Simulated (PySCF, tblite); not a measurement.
# C6H12B radical: geometry, infrared bands and EPR parameters

What infrared bands and EPR parameters should C6H12B radical (`C[C]1CCBCC1`) show?

Computed with tblite 0.8.0 and PySCF 2.14.0, with density-fitted response routines of our own, on a single molecule in the gas phase. Atoms count from 0, in the outputs and in this text.

## (1) Starting geometry

19 atoms, charge 0, multiplicity 2; geometry from: force field or distance geometry start.

Bonds of the start (Å): C0–C1 1.51, C1–C2 1.48, C2–C3 1.49, C3–B4 1.59, B4–C5 1.61, C5–C6 1.49, C6–C1 1.46, C0–H7 1.09, C0–H8 1.12, C0–H9 1.11, C2–H10 1.11, C2–H11 1.12, C3–H12 1.10, C3–H13 1.12, B4–H14 1.19, C5–H15 1.10, C5–H16 1.11, C6–H17 1.12, C6–H18 1.13.

## (2) Geometry optimisation with GFN2-xTB

The job: settings as JSON, then the geometry in Å.

```
{"job": {"kind": "relax", "xc": "GFN2-xTB", "basis": "xTB"}, "charge": 0, "multiplicity": 2}
C     -1.646500    -1.260800    -0.517300
C     -0.733200    -0.522900     0.431400
C      0.615100    -1.122200     0.495100
C      1.757400    -0.336700    -0.050200
B      1.516900     1.177500     0.386500
C      0.180900     1.713300    -0.328900
C     -0.922800     0.915200     0.276200
H     -1.380400    -0.911800    -1.520300
H     -2.678800    -0.874000    -0.308400
H     -1.587700    -2.357300    -0.378600
H      0.855700    -1.390200     1.547500
H      0.573700    -2.105300    -0.041600
H      1.825800    -0.366000    -1.148200
H      2.749200    -0.673300     0.348200
H      1.553400     1.374300     1.558000
H      0.075700     2.803600    -0.218300
H      0.226400     1.456900    -1.408500
H     -1.816000     1.067700    -0.379300
H     -1.174500     1.421000     1.249200
```

On the command line:

```
$ OMP_NUM_THREADS=1 python probes_run.py task.json out
```

This one command runs all jobs of the session in turn.

The log of the run:

```text
step      E/eV     max force
  0    -546.42200    3.308
  1    -546.86885    1.469
  2    -546.98137    0.869
  3    -547.06372    0.606
  4    -547.11804    0.666
  5    -547.16135    0.513
  6    -547.19005    0.546
  7    -547.22305    0.454
  8    -547.26315    0.692
  9    -547.30579    0.652
 10    -547.34022    0.387
 11    -547.36860    0.355
 12    -547.39544    0.424
 13    -547.42466    0.549
 14    -547.44996    0.399
 15    -547.46279    0.188
 16    -547.46886    0.156
 17    -547.47395    0.161
 18    -547.47850    0.168
 19    -547.48219    0.140
 20    -547.48499    0.115
 21    -547.48750    0.117
 22    -547.49050    0.121
 23    -547.49456    0.150
 24    -547.49970    0.166
 25    -547.50521    0.207
 26    -547.51053    0.224
 27    -547.51589    0.202
 28    -547.52109    0.170
 29    -547.52590    0.170
 30    -547.53073    0.183
 31    -547.53558    0.144
 32    -547.54004    0.152
 33    -547.54281    0.256
 34    -547.54597    0.158
 35    -547.54841    0.115
 36    -547.55297    0.169
 37    -547.55616    0.176
 38    -547.56378    0.271
 39    -547.56813    0.176
 40    -547.56905    0.468
 41    -547.57590    0.147
 42    -547.57823    0.125
 43    -547.58336    0.176
 44    -547.58477    0.092
 45    -547.58592    0.076
 46    -547.58694    0.063
 47    -547.58758    0.046
 48    -547.58828    0.059
 49    -547.58897    0.070
 50    -547.58972    0.069
 51    -547.59049    0.062
 52    -547.59117    0.049
 53    -547.59170    0.050
 54    -547.59222    0.048
 55    -547.59299    0.062
 56    -547.59430    0.091
 57    -547.59619    0.103
 58    -547.59817    0.159
 59    -547.59927    0.110
 60    -547.60093    0.079
 61    -547.60174    0.054
 62    -547.60284    0.049
 63    -547.60352    0.053
 64    -547.60419    0.066
 65    -547.60481    0.051
 66    -547.60557    0.054
 67    -547.60631    0.056
 68    -547.60712    0.079
 69    -547.60797    0.078
 70    -547.60896    0.085
 71    -547.61005    0.068
 72    -547.61135    0.078
 73    -547.61267    0.084
 74    -547.61399    0.069
 75    -547.61525    0.064
 76    -547.61642    0.083
 77    -547.61738    0.059
 78    -547.61820    0.059
 79    -547.61898    0.051
 80    -547.61980    0.044
 81    -547.62048    0.051
 82    -547.62102    0.077
 83    -547.62151    0.089
 84    -547.62214    0.101
 85    -547.62316    0.075
 86    -547.62387    0.043
 87    -547.62427    0.048
 88    -547.62455    0.048
 89    -547.62486    0.041
 90    -547.62524    0.034
 91    -547.62563    0.037
 92    -547.62587    0.024
 93    -547.62598    0.019
 94    -547.62605    0.017
 95    -547.62610    0.017
 96    -547.62615    0.012
 97    -547.62618    0.014
 98    -547.62619    0.011
 99    -547.62621    0.008
```

Wall time 0.63 s (1 thread of Arm Neoverse V1, shared host).

Along the way: (not every step is listed)

```csv
step,energy from step 0 (eV),largest force (eV/Å)
0,0.0000,3.3079
1,-0.4468,1.4687
2,-0.5594,0.8685
3,-0.6417,0.6065
4,-0.6960,0.6662
5,-0.7393,0.5130
6,-0.7681,0.5457
7,-0.8010,0.4538
8,-0.8411,0.6919
16,-1.0469,0.1564
24,-1.0777,0.1656
32,-1.1180,0.1517
40,-1.1470,0.4675
48,-1.1663,0.0594
56,-1.1723,0.0911
64,-1.1822,0.0659
72,-1.1893,0.0779
80,-1.1978,0.0444
88,-1.2025,0.0476
94,-1.2040,0.0173
95,-1.2041,0.0175
96,-1.2042,0.0122
97,-1.2042,0.0142
98,-1.2042,0.0110
99,-1.2042,0.0082
```

Close pairs (by a distance rule), those that changed most:

```csv
bond,before (Å),after (Å),change (Å)
C2–C3,1.490,1.560,+0.070
C5–C6,1.490,1.559,+0.069
B4–C5,1.607,1.574,-0.034
C0–H8,1.122,1.091,-0.031
C6–H18,1.125,1.094,-0.031
C2–H11,1.121,1.092,-0.029
C3–H13,1.121,1.093,-0.028
C6–H17,1.118,1.092,-0.027
```

The final coordinates are the input of the step that follows.

## (3) Infrared spectrum with GFN2-xTB

The job: settings as JSON, then the geometry in Å.

```
{"job": {"kind": "ir", "xc": "GFN2-xTB", "basis": "xTB"}, "charge": 0, "multiplicity": 2}
C     -1.518812    -1.220783    -0.892557
C     -0.805597    -0.572677     0.236041
C      0.454795    -1.141131     0.761862
C      1.683520    -0.429753     0.116694
B      1.526949     1.134419     0.043141
C      0.080859     1.724289    -0.150182
C     -1.029682     0.862045     0.523329
H     -1.151215    -0.853478    -1.859957
H     -2.586621    -1.001597    -0.856191
H     -1.381285    -2.300456    -0.877343
H      0.517740    -0.975898     1.841913
H      0.511611    -2.216046     0.578648
H      1.762918    -0.797579    -0.911447
H      2.593897    -0.760294     0.622563
H      2.464557     1.838166     0.088181
H     -0.022044     2.761235     0.178209
H     -0.126368     1.727972    -1.225497
H     -2.011956     1.186695     0.174178
H     -0.973068     1.044122     1.600952
```

The log of the run:

```text
mode    cm-1     km/mol
  1      61.4      0.72
  2      85.6      1.49
  3     128.4      5.59
  4     134.9      0.92
  5     356.2      1.22
  6     366.2      4.00
  7     406.5      0.35
  8     418.7     12.56
  9     504.2      2.93
 10     668.2      0.18
 11     682.1     38.14
 12     777.8      9.17
 13     821.5     13.43
 14     862.3      0.04
 15     897.1      0.34
 16     899.8     73.30
 17     960.3     39.06
 18     986.6      0.88
 19     994.8     23.26
 20     997.8      4.19
 21    1012.8      1.99
 22    1080.5      1.08
 23    1088.2     18.06
 24    1137.8     79.14
 25    1181.5      3.83
 26    1190.3     55.40
 27    1237.7      5.75
 28    1245.3     23.25
 29    1291.2     25.22
 30    1302.5      2.89
 31    1329.7      0.30
 32    1358.1     22.52
 33    1396.1      2.41
 34    1463.8      8.40
 35    1468.0      1.07
 36    1474.4      1.98
 37    1480.5      1.30
 38    1486.2      0.03
 39    1498.3      0.83
 40    2612.6    174.17
 41    2869.3     31.24
 42    2924.9      1.54
 43    2926.6      5.72
 44    2936.4      6.79
 45    2941.9    160.80
 46    2963.5     15.64
 47    2964.8     65.62
 48    2971.7     87.97
 49    2972.4     66.24
 50    2989.9     58.37
 51    3020.9     44.59
```

Run time: 0.58 s. Hardware: 1 thread of Arm Neoverse V1, shared host.

The strongest bands and the atoms that carry them (share of the mass-weighted mode):

```csv
cm⁻¹,km/mol,atoms
900,73.3,"B4 14 %, C6 11 %, C2 11 %, C5 11 %"
1138,79.1,"B4 22 %, H11 12 %, H17 11 %"
2613,174.2,H14 92 %
2942,160.8,"H12 29 %, H10 21 %, H18 19 %, H16 17 %"
2965,65.6,"H15 53 %, H13 19 %, H17 11 %"
2972,88.0,"H11 71 %, H13 16 %"
2972,66.2,"H17 72 %, H15 15 %"
2990,58.4,H8 90 %
```

## (4) EPR parameters: B3LYP/pcH-1

Settings changed since step 3:

```diff
@@ -1,2 +1,2 @@
-{"job": {"kind": "ir", "xc": "GFN2-xTB", "basis": "xTB"}, "charge": 0, "multiplicity": 2}
+{"job": {"kind": "epr", "basis": "pcH-1"}, "charge": 0, "multiplicity": 2}
 C     -1.518812    -1.220783    -0.892557
```

Level: UKS B3LYP, pcH-1 on B C H, non-relativistic, mean-field spin-orbit, GIAO.

The log of the run:

```text
UKS, coarse grid
  cycle   1  E = -260.60585353  |g| = 3.77e-01
  cycle   2  E = -260.57357669  |g| = 4.60e-01
  cycle   3  E = -260.68479462  |g| = 4.36e-02
  cycle   4  E = -260.68562671  |g| = 1.97e-02
  cycle   5  E = -260.68581944  |g| = 7.07e-03
  cycle   6  E = -260.68584805  |g| = 1.64e-03
  cycle   7  E = -260.68585033  |g| = 8.77e-04
UKS, final grid
  cycle   1  E = -260.68589455  |g| = 1.02e-03
  cycle   2  E = -260.68589420  |g| = 1.33e-03
  cycle   3  E = -260.68589509  |g| = 9.12e-05
  cycle   4  E = -260.68589510  |g| = 3.04e-05
  cycle   5  E = -260.68589510  |g| = 1.38e-05
E = -260.68589510 Eh   <S^2> = 0.7540 (exact 0.7500)
g shifts (ppm)      1          2          3
  rmc          -147       -147       -147
  gc            -12         33         41
  oz_so          48        626        663
  total        -111        512        557
hyperfine (MHz)  atom isotope    a_iso     a_fc   dipolar eigenvalues
    0   13C     -29.37     -29.37     -1.89     -0.72      2.61
    1   13C     115.84     115.84    -78.16    -77.83    156.00
    2   13C     -27.75     -27.75     -1.70     -1.05      2.76
    3   13C      56.12      56.12     -5.61     -5.25     10.86
    4   11B      -1.17      -1.17     -1.45      0.46      0.99
    5   13C      52.62      52.62     -5.40     -5.09     10.50
    6   13C     -27.33     -27.33     -1.69     -1.06      2.75
    7    1H     139.41     139.41     -4.76     -3.05      7.81
    8    1H      51.90      51.90     -4.85     -4.39      9.24
    9    1H      18.01      18.01     -4.92     -3.92      8.84
   10    1H      56.76      56.76     -5.09     -4.32      9.41
   11    1H       7.58       7.58     -5.06     -3.70      8.76
   12    1H      -3.48      -3.48     -4.38     -2.26      6.65
   13    1H      16.05      16.05     -3.47     -1.30      4.77
   14    1H       4.54       4.54     -1.40     -1.29      2.69
   15    1H      15.73      15.73     -3.40     -1.28      4.68
   16    1H      -3.47      -3.47     -4.29     -2.13      6.43
   17    1H       7.43       7.43     -4.99     -3.70      8.69
   18    1H      54.67      54.67     -5.06     -4.30      9.36
```

Run time: 86 s. Hardware: 1 thread of Arm Neoverse V1, shared host; peak memory 0.97 GiB.

Principal g values 2.00221, 2.00283, 2.00288; g(iso) = 2.00264, against 2.00232 for a free electron.

Hyperfine couplings; where a row names several nuclei, a(iso) is their mean (it holds for fast rotation or exchange) and the dipolar term the largest among them:

```csv
nuclei,isotope,a(iso) (MHz),"a(iso) (G, at g = 2.0023)",largest dipolar term (MHz)
C1,13C,115.8,41.3,156.0
"H7, H8, H9",1H,69.8,24.9,9.2
"C3, C5",13C,54.4,19.4,10.9
"H10, H11, H17, H18",1H,31.6,11.3,9.4
C0,13C,-29.4,-10.5,2.6
"C2, C6",13C,-27.5,-9.8,2.8
"H12, H13, H15, H16",1H,6.2,2.2,6.6
H14,1H,4.5,1.6,2.7
B4,11B,-1.2,-0.4,-1.5
```

Mulliken spin populations:

C0 -0.08; C1 0.95; C2 -0.07; C3 0.05; B4 0.01; C5 0.05; C6 -0.07; H7 0.07; H8 0.02; H9 0.01; H10 0.03; H11 0.00; H12 0.00; H13 0.01; H14 0.00; H15 0.01; H16 0.00; H17 0.00; H18 0.02

In first order the couplings over 0.8 MHz of 1H, 11B give 784 distinct lines over 131.6 G, if the averaged nuclei exchange fast.

The fields below are evaluated on a grid from the run's orbitals.

ELF in a plane through or near 8 of the atoms.

Values, 10 rows by 14 columns:
```
0.00 0.00 0.00 0.00 0.00 0.00 0.00 0.00 0.00 0.00 0.00 0.00 0.00 0.00
0.00 0.00 0.00 0.00 0.00 0.00 0.01 0.00 0.02 0.07 0.01 0.00 0.00 0.00
0.00 0.00 0.00 0.00 0.00 0.54 0.58 0.03 0.62 0.98 0.75 0.00 0.00 0.00
0.00 0.00 0.11 0.98 0.69 0.08 0.51 0.48 0.37 0.92 0.22 0.00 0.00 0.00
0.00 0.00 0.12 0.95 0.96 0.41 0.44 0.32 0.79 0.91 0.64 0.95 0.57 0.00
0.00 0.00 0.22 0.90 0.47 0.81 0.62 0.07 0.73 0.48 0.99 1.00 0.89 0.00
0.00 0.00 0.56 0.99 0.79 0.03 0.27 0.70 0.86 0.67 0.08 0.23 0.08 0.00
0.00 0.00 0.00 0.05 0.01 0.67 0.60 0.13 0.86 0.99 0.59 0.00 0.00 0.00
0.00 0.00 0.00 0.00 0.00 0.08 0.04 0.01 0.31 0.74 0.12 0.00 0.00 0.00
0.00 0.00 0.00 0.00 0.00 0.00 0.00 0.00 0.00 0.00 0.00 0.00 0.00 0.00
```
The map spans 11.2 Å across and 9.7 Å up, centred on the molecule. Atoms in the plane (x, y in Å): C0 (-2.1, 0.0), C3 (1.1, 1.3), B4 (1.9, 0.0), C5 (1.0, -1.4), H8 (-2.8, -0.8), H9 (-2.6, 1.0), H13 (1.7, 2.2), H15 (1.6, -2.2).

log10 of the density (e/Å³) in the same plane.

Ten even steps from '0' (-4.0) to '9' (1.7):
```
0000000000000000000000000000
0000000000000000000000000000
0000000000111112222210000000
0000000011223223333321000000
0000011223344444555432100000
0000122333455555666543100000
0001234554455667777543211000
0002345665555667986544322100
0012346776666666776655433200
0012346777766656677666543210
0012356777766655678766543210
0012356776666666776665433210
0012345555455667976544322100
0001234444455667776543221000
0000122233455555666543100000
0000001123344444555432100000
0000000011222223344321000000
0000000000111112222210000000
0000000000000000000000000000
0000000000000000000000000000
```
The map spans 11.2 Å across and 9.7 Å up, centred on the molecule. Atoms in the plane (x, y in Å): C0 (-2.1, 0.0), C3 (1.1, 1.3), B4 (1.9, 0.0), C5 (1.0, -1.4), H8 (-2.8, -0.8), H9 (-2.6, 1.0), H13 (1.7, 2.2), H15 (1.6, -2.2).

On the surface of density 0.002 e/bohr³ the electrostatic potential runs, from the 1st to the 99th percentile, from -0.46 V near C1 to 1.08 V near B4.

The spin density lies nearest to C1 64 %.

## (5) Outcome

| quantity | value |
| --- | --- |
| strongest single infrared mode (GFN2-xTB) | 2613 cm⁻¹, 174 km/mol |
| zero-point energy (GFN2-xTB) | 102.7 kcal/mol |
| g(iso) (B3LYP) | 2.00264 |
| ⟨S²⟩ | 0.754 (exact 0.75) |
| largest a(iso) (averaged by class) | 13C on C1, 115.8 MHz |
| surface potential, 1st and 99th percentile | -0.46 V and 1.08 V |

**Reading.** The optimisation took 99 steps and gained 1.204 eV; among the close pairs (by a distance rule), C2–C3 changed most, from 1.490 to 1.560 Å. No mode is imaginary among the 51: a minimum at this level. The strongest single mode, at 2613 cm⁻¹, moves mainly H14. Unscaled tight-binding wavenumbers are off by several per cent, some by more. Its intensities can rank the bands wrongly. Most of the unpaired spin sits on C1 (0.95 e). The isotropic g lies 0.3 ppt above the free-electron value.
